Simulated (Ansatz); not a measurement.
# Ta3N (P-3m1) in Ansatz: further runs

The runs below take Ta3N through projected density of states, with PBE+U.

Everything below comes from runs of Ansatz 0.2.0. Logs are shortened: lines on timing, memory, paths and dates and some standing lists are left out, and cuts for length are marked.

### 1 Starting point

The structure is trigonal, space group P-3m1 (No. 164). The conventional cell has a = 3.032 Å, b = 3.032 Å, c = 7.524 Å, α = 90.00°, β = 90.00°, γ = 120.00°. Around Ta (site symmetry 3m) lie 3 N at 2.19 Å. Ta (site symmetry -3m) has 12 Ta at 3.01 to 3.03 Å as nearest neighbours. N (site symmetry -3m) has 6 Ta at 2.19 Å as nearest neighbours.

The cell comes from a database or a generator and needn't be the stable form of this composition.

### 2 Projected density of states, PBE+U

input.yaml

```yaml
crystal:
  lattice:
    - [3.0322239879, 0.0, 0.0]
    - [-1.516111994, 2.6259830035, 0.0]
    - [0.0, 0.0, 7.524137]
  atoms:
    - { symbol: Ta, position: [0.6666666667, 0.3333333333, 0.82607] }
    - { symbol: Ta, position: [0.3333333333, 0.6666666667, 0.17393] }
    - { symbol: Ta, position: [0.0, 0.0, 0.5] }
    - { symbol: "N", position: [0.0, 0.0, 0.0] }
hamiltonian:
  xc: pbe
  pseudopotentials: { kind: paw }
  hubbard: { sites: [{ species: Ta, l: d, u_eff: 4.0 }] }
kpoints:
  mp_grid: { grid: [10, 10, 4] }
scf:
  occupations: { method: fermi_dirac, width: 0.05 }
  n_extra_bands: 10
output:
  forces: true
  stress: true
  eigenvalues: true
  dos: { projected: true, de: 0.05, nscf_kmesh: { grid: [15, 15, 6] } }
  write_density: true
  write_potential: true
  elf: true
  volumetric_format: npy
```

Potentials or basis: Ansatz PAW.

Launch:

```console
> ansatz run input.yaml --threads 2 --pin off --max-ram 5632MiB --backend cpu --events-out ev --progress --plain --runs-dir out
```

What it wrote:

```text
Warning: RAYON_NUM_THREADS=2 ignored (pool sized by the plan → 2); use --threads N
Ta: projections on atomic orbitals take those of the free atom [Kr 4d10 4f14] 5s2 5p6 5d3 6s2, of charge +0.00 (hamiltonian.pseudopotentials.projection_atoms); the dataset's partial waves leave at most 6.0e-5 of an orbital's norm unspanned inside its sphere
N: projections on atomic orbitals take those of the free atom [He] 2s2 2p3, of charge +0.00 (hamiltonian.pseudopotentials.projection_atoms); the dataset's partial waves leave at most 9.3e-9 of an orbital's norm unspanned inside its sphere
scf.n_extra_bands = 10 over 22 filled bands (N_el = 44.0): the run solves 32 bands
Engine: ansatz 0.2.0, aarch64-unknown-linux-gnu
Pseudopotentials: kind: paw
Pseudopotential: Ta, paw, valence charge 13, recommended cutoff 420 eV (normal), Ta.paw.azcp
Pseudopotential: N, paw, valence charge 5, recommended cutoff 420 eV (normal), N.paw.azcp
Functional definition: PBE
  parameter kappa = 0.804
  parameter beta = 0.06672455060314922
  exchange = pbe_x(kappa = kappa, mu = beta*pi^2/3)
  correlation = pbe_c(beta = beta)
Crystal: 4 atoms, lattice volume = 59.911 Å³
Basis set: ecut = 420 eV, 1189 PW (Γ), exchange–correlation on 48×48×108 points (8 copies of the dense FFT grid, shifted against one another)
Bands: 32, of which v1, the nominal top of the filled ones, is band 22 counted from 1 (21 counted from 0)
Symmetry: 12 space group operations
Space group: P-3m1 (ITA 164), of the structure as read, at distance tolerance 3.9e-5 Å
k-points: 50 of 400
Non-local potential: Ta, projectors of the file, l = 0: 3, l = 1: 2, l = 2: 2, l = 3: 1
Non-local potential: N, projectors of the file, l = 0: 2, l = 1: 2, l = 2: 1
PAW form: soft (Blöchl's): semilocal exchange-correlation on the pseudo side does not see the compensation charge
PAW one-centre angular grid: Ta, 590 points (default); XC on 64 Gauss nodes
PAW one-centre angular grid: N, 110 points (default); XC on 64 Gauss nodes
Initial density: superposition of atomic densities (chi_scale 0.1, normalization cell, long waves of neutral atoms under a Hubbard term (reshape's long-wave potential 1.01 eV rms, cloud 2.41 Å wide))
Initial wavefunctions: pseudopotential atomic-orbital guess
Functional: x = pbe(κ = 0.804, μ = 0.2195149727645171), c = pbe(β = 0.06672455060314922)
SCF iter   1: F=—  HF=-30170.814304 eV  |F-HF|=—  |Δ(HF+E_count)|=         —  Δρ=7.94e-2  dr2=3.01e1  ethr=3.10e-3  ⟨swp⟩=5.5  Hψ=6611  notcnv=0  defer=17
preconditioner: auto → Kerker (q_TF=auto, 2.591 Å⁻¹)  [metal: Δε(μ)=0.029 eV  Ē_g=8.386 eV  σ=0.050 eV  W_gap=0.14  n_scr=24 (ndim 8)  ℏωp=21.5 eV  f_vac=0.000  D(μ)=2.29/eV (n_scr^D=24)]
SCF iter   2: F=—  HF=-30169.191407 eV  |F-HF|=—  |Δ(HF+E_count)|=    1.62e0  Δρ=4.51e-2  dr2=9.72e0  ethr=3.10e-3  ⟨swp⟩=3.0  Hψ=2734  notcnv=0  defer=90
SCF iter   3: F=—  HF=-30168.529272 eV  |F-HF|=—  |Δ(HF+E_count)|=   6.62e-1  Δρ=2.26e-2  dr2=7.40e-1  ethr=3.10e-3  ⟨swp⟩=3.1  Hψ=3053  notcnv=0  defer=89
SCF iter   4: F=—  HF=-30168.494023 eV  |F-HF|=—  |Δ(HF+E_count)|=   3.52e-2  Δρ=9.38e-3  dr2=4.44e-1  ethr=1.68e-3  ⟨swp⟩=2.2  Hψ=2414  notcnv=0  defer=84
SCF iter   5: F=—  HF=-30168.468487 eV  |F-HF|=—  |Δ(HF+E_count)|=   2.55e-2  Δρ=4.92e-3  dr2=9.31e-2  ethr=1.01e-3  ⟨swp⟩=1.6  Hψ=1558  notcnv=0  defer=84
SCF iter   6: F=—  HF=-30168.461808 eV  |F-HF|=—  |Δ(HF+E_count)|=   6.68e-3  Δρ=2.41e-3  dr2=7.52e-3  ethr=2.12e-4  ⟨swp⟩=2.1  Hψ=2318  notcnv=0  defer=88
SCF iter   7: F=—  HF=-30168.460961 eV  |F-HF|=—  |Δ(HF+E_count)|=   8.46e-4  Δρ=3.22e-4  dr2=5.08e-5  ethr=1.71e-5  ⟨swp⟩=2.0  Hψ=1795  notcnv=0  defer=88
SCF iter   8: F=—  HF=-30168.460970 eV  |F-HF|=—  |Δ(HF+E_count)|=   8.43e-6  Δρ=8.85e-5  dr2=6.13e-6  ethr=1.15e-7  ⟨swp⟩=2.0  Hψ=1973  notcnv=0  defer=88
SCF iter   9: F=—  HF=-30168.460970 eV  |F-HF|=—  |Δ(HF+E_count)|=   5.44e-7  Δρ=3.94e-5  dr2=3.91e-6  ethr=1.39e-8  ⟨swp⟩=2.1  Hψ=1995  notcnv=0  defer=88
SCF iter  10: F=—  HF=-30168.460970 eV  |F-HF|=—  |Δ(HF+E_count)|=   1.17e-7  Δρ=1.90e-5  dr2=1.30e-6  ethr=8.88e-9  ⟨swp⟩=1.9  Hψ=1653  notcnv=0  defer=88
SCF iter  11: F=-30168.460970 eV  HF=-30168.460970 eV  |F-HF|=1.53e-8  |Δ(HF+E_count)|=   7.18e-8  Δρ=3.50e-6  dr2=2.05e-8  ethr=2.27e-10  ⟨swp⟩=14.2  Hψ=10075  notcnv=0
SCF 1 converged in 11 iterations: F = -30168.460970 eV  dr2 = 2.05e-8
NSCF: frozen V_eff on 146 k-points
SCF converged after 11 iterations
Free energy (F): -30168.460970 eV
Harris-Foulkes:  -30168.460970 eV  (|F-HF|=1.53e-8)
Internal energy: -30168.439638 eV  (E = F + TS)
E sigma→0 (E₀):  -30168.450304 eV
Entropy (-TS):   -0.021332 eV (-5.333 meV/atom)
Fermi energy:    19.204518 eV
--- Per-component energies (eV) ---
  E_band       = -296.774557
  E_kinetic    = 1228.314462
  E_local      = -1891.842566  (includes V_loc(G=0)·N_el)
  E_nonlocal   = 86.853409
  E_hartree    = 660.914157
  E_xc         = -715.981697
  E_vxc        = -689.230739  (∫ρ·V_xc dr)
  E_hubbard    = 14.021157  (on-site DFT+U / exact-exchange correction)
  E_vhub       = 4.582041  (the Hubbard potential's part of the band-sum identity)
  E_paw        = -25316.486516  (= ΣΔE_a)
  E_vpaw       = -357.277179  (= ΣTr[D̂ρ^β])
  E_aug_tail   = 0.000541  (compensation charges beyond the density's cutoff)
  E_ewald      = -4234.232586
  E_smearing   = -0.021332  (= −TS)
  E_closure    = -0.000000  (closes the sum)
  Σ components = -30168.460970   (vs F -30168.460970, Δ=0.00e0)
--- Forces (eV/Å), atoms counted from 1 ---
  atom   1  Ta    -0.00000000     0.00000000     0.01751463
  atom   2  Ta     0.00000000    -0.00000000    -0.01751463
  atom   3  Ta    -0.00000000     0.00000000     0.00000000
  atom   4  N     -0.00000000     0.00000000     0.00000000
  max |Σ_I F_I| component: 3.47e-18 eV/Å
--- Stress (GPa, compression-positive) ---
        1.877639       0.000000      -0.000000
       -0.000000       1.877639       0.000000
       -0.000000      -0.000000       4.781779
  P = ⅓ Tr σ = 2.8457 GPa (28.457 kbar)
--- Band table (eV; the first three rows and the last of 50) ---
  k-point 0: bands = ["-49.5203", "-49.4901", "-48.9404", "-16.3371", "-16.0486", "-15.7254", "-15.7254", "-15.6972", "-15.6972", "-15.2308", "-15.1202", "-15.1202", "1.9862", "10.5316", "12.0723", "13.8117", "13.8117", "15.3538", "17.4956", "18.5935", "18.7650", "18.7650", "19.5288", "19.5288", "20.0049", "21.0455", "21.0455", "21.7656", "21.7656", "22.2465", "23.2545", "23.2545"]
  k-point 1: bands = ["-49.5194", "-49.4911", "-48.9404", "-16.3858", "-15.9717", "-15.7269", "-15.7269", "-15.6956", "-15.6956", "-15.2596", "-15.1203", "-15.1203", "1.9957", "10.3364", "12.3801", "13.8095", "13.8095", "15.2824", "17.4520", "18.2740", "18.8575", "18.8575", "19.6069", "19.6069", "20.1491", "20.8145", "20.8145", "21.5068", "21.5068", "22.7420", "23.4486", "23.4486"]
  k-point 2: bands = ["-49.5184", "-49.4922", "-48.9403", "-16.4218", "-15.9036", "-15.7283", "-15.7283", "-15.6941", "-15.6941", "-15.2923", "-15.1204", "-15.1204", "2.0052", "10.1817", "12.6666", "13.8070", "13.8070", "15.1783", "17.5357", "17.8863", "18.9730", "18.9730", "19.6766", "19.6766", "20.2596", "20.6364", "20.6364", "21.2260", "21.2260", "23.3284", "23.6255", "23.6255"]
  k-point 49: bands = ["-49.4496", "-49.4478", "-48.8854", "-16.3638", "-16.2754", "-16.2001", "-16.1256", "-15.9528", "-15.9358", "-15.5745", "-15.4799", "-15.2398", "3.0833", "11.6811", "12.1683", "12.9940", "16.6113", "16.7256", "17.1714", "17.3995", "17.7038", "17.7516", "19.3952", "20.1643", "22.0651", "22.3263", "23.3516", "23.8373", "24.0951", "24.1389", "25.1891", "26.0189"]
Occupation matrices written to <dir>
```

Wall time 18 s (2 threads of Arm Neoverse N1, shared host); peak memory 0.54 GiB.

Results:

* Free energy: -30168.4610 eV
* Pressure: 2.8 GPa
* Largest force: 0.018 eV/Å
* Band gap on the k mesh: none (metal or under the smearing width)
* Density of states at the Fermi level: 3.18 states/eV per cell

Forces on the atoms (eV/Å):
```
Ta   0.000  0.000  0.018
Ta   0.000  0.000 -0.018
Ta   0.000  0.000  0.000
N    0.000  0.000  0.000
```

States per cell in windows of 0.5 eV (zero at the Fermi level; states under -8 eV left out):
```tsv
from (eV)	total	Ta 5d	N 2p	Ta 6s	N 2s	Ta 5p	Ta 5s
-8.0	1.18	0.32	0.63	0.19	0.01	0.02	0.02
-7.5	0.45	0.11	0.23	0.09	0.01	0.01	0.01
-7.0	1.55	0.44	0.89	0.16	0.01	0.03	0.01
-6.5	0.89	0.28	0.56	0.03	0.00	0.02	0.00
-6.0	1.13	0.34	0.66	0.11	0.00	0.01	0.00
-5.5	0.50	0.13	0.25	0.11	0.00	0.01	0.00
-5.0	0.27	0.08	0.03	0.14	0.00	0.01	0.00
-4.5	0.46	0.25	0.02	0.17	0.00	0.01	0.00
-4.0	0.87	0.64	0.03	0.17	0.01	0.01	0.00
-3.5	1.25	0.99	0.03	0.17	0.02	0.02	0.00
-3.0	1.76	1.48	0.05	0.16	0.01	0.02	0.00
-2.5	0.95	0.79	0.05	0.08	0.00	0.01	0.00
-2.0	1.89	1.54	0.09	0.15	0.01	0.02	0.00
-1.5	1.87	1.60	0.09	0.07	0.01	0.02	0.00
-1.0	1.12	0.99	0.05	0.04	0.00	0.01	0.00
-0.5	1.23	1.05	0.07	0.06	0.00	0.01	0.00
0.0	1.74	1.47	0.11	0.07	0.00	0.01	0.00
0.5	1.41	1.28	0.07	0.02	0.00	0.00	0.00
1.0	1.51	1.35	0.10	0.02	0.01	0.00	0.00
1.5	0.75	0.69	0.04	0.01	0.00	0.00	0.00
2.0	0.83	0.76	0.03	0.01	0.00	0.00	0.00
2.5	1.51	1.35	0.08	0.03	0.01	0.00	0.00
3.0	1.66	1.38	0.11	0.07	0.03	0.00	0.00
3.5	2.07	1.62	0.12	0.13	0.08	0.00	0.00
4.0	2.80	2.29	0.12	0.14	0.14	0.00	0.00
4.5	2.21	1.82	0.08	0.12	0.10	0.00	0.00
5.0	1.31	1.04	0.07	0.09	0.03	0.00	0.00
5.5	1.02	0.69	0.11	0.11	0.01	0.00	0.00
6.0	0.69	0.41	0.07	0.11	0.00	0.00	0.00
6.5	0.23	0.08	0.01	0.10	0.00	0.00	0.00
7.0	0.08	0.02	0.00	0.04	0.00	0.00	0.00
7.5	0.00	0.00	0.00	0.00	0.00	0.00	0.00
```

Eigenvalues of the final occupation matrices:
```
  site  spin  trace               eigenvalues
site 1     1   1.95  0.34 0.34 0.41 0.41 0.45
site 2     1   1.95  0.34 0.34 0.41 0.41 0.45
site 3     1   1.97  0.28 0.28 0.44 0.44 0.53
```

Caveat: U without spin polarisation on a metal has little footing; the density of states is complete only up to the lowest level of the last band computed.

(Continued in part 2 of 2.)
